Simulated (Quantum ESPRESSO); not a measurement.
The system is Cu.

```xyz
1
Lattice="-1.6400 1.6400 1.0750 1.6400 -1.6400 1.0750 1.6400 1.6400 -1.0750" Properties=species:S:1:pos:R:3 pbc="T T T"
Cu    0.0000    0.0000    0.0000
```

The cell was built by a generator and needn't be a form met in nature.

Base run:

* Program: Quantum ESPRESSO 7.5
* Functional: PBEsol
* Potentials or basis: GBRV 1.5 PBEsol
* Cutoff: 762 eV
* Density cutoff: 6095 eV
* k mesh: 16 × 16 × 20
* Occupations: methfessel-paxton, width 0.1 eV
* Spin: no spin polarisation

Its results: band gap on the k mesh none (metal or under the smearing width); pressure 13.9 GPa.

Task: The run is repeated on the same cell with these changes: functional from PBEsol to LDA; potentials or basis from GBRV 1.5 PBEsol to GBRV 1.5 LDA. What comes out?

Result: Band gap on the k mesh none (metal or under the smearing width); pressure 7.4 GPa.

Not every run made on this cell is shown here.
